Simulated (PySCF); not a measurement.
# LiGa: from the state search to spectroscopic constants

One table from this session's results is given with a row withheld; the runs are named, their logs left out.

Method: Li aug-cc-pVDZ, Ga aug-cc-pVDZ-PP with ECP10, scalar-relativistic core potentials; program: PySCF 2.14.0.

The first run:

The job is set up so:

```json
{
  "atoms": "Li, Ga",
  "charge": "0",
  "basis": "Li aug-cc-pVDZ, Ga aug-cc-pVDZ-PP with ECP10",
  "Hamiltonian": "scalar-relativistic core potentials",
  "basis functions": "55",
  "electrons treated": "24",
  "masses in u": "7.0160, 68.9256",
  "levels": "PBE0, PBE, r²SCAN, TPSS, BLYP, M06-L, HF, MP2, SCS-MP2, CCSD, CCSD(T)",
  "grid": "80 radial by 434 angular points",
  "occupations": "held fixed by the projection of orbital angular momentum",
  "dissociation limit": "Li + Ga, each in its ground configuration",
  "starting distance in angstrom": "2.490",
  "values of 2S to try": "0, 2"
}
```

Command:

```bash
OMP_NUM_THREADS=1 python dia.py task.json out
```

Steps of the session up to this table: Input; PBE0 along the bond; Other states along the same grid; PBE (GGA); r²SCAN (meta-GGA); TPSS; BLYP (GGA); M06-L (meta-GGA); RHF (mean field); Correlated methods on the Hartree–Fock reference.

One table of the session follows, with a row left open; its other results are not shown here.

It belongs to the step «Constants by level of theory». 

| level | Re (Å) | ωe (cm⁻¹) | De (eV) |
| --- | --- | --- | --- |
| RHF | 2.913 | 284.0 | 0.036 |
| RHF-MP2 | 2.871 | 288.9 | 0.70 |
| RHF-SCS-MP2 | 2.882 | 284.4 | 0.75 |
| RHF-CCSD | 2.866 | 280.5 | 0.88 |
| RHF-CCSD(T) | ? | ? | ? |
| PBE | 2.900 | 267.3 | 0.94 |
| BLYP | 2.900 | 263.2 | 0.95 |
| TPSS | 2.903 | 269.1 | 0.98 |
| r²SCAN | 2.878 | 277.7 | 0.79 |
| M06-L | 2.904 | 265.0 | 1.13 |
| PBE0 | 2.880 | 279.7 | 0.84 |

Estimate the missing values for RHF-CCSD(T).

As computed: Re (Å): 2.863; ωe (cm⁻¹): 278.0; De (eV): 0.93. In the column «Re (Å)» it is the lowest.

De is counted to Li + Ga in their ground configurations.
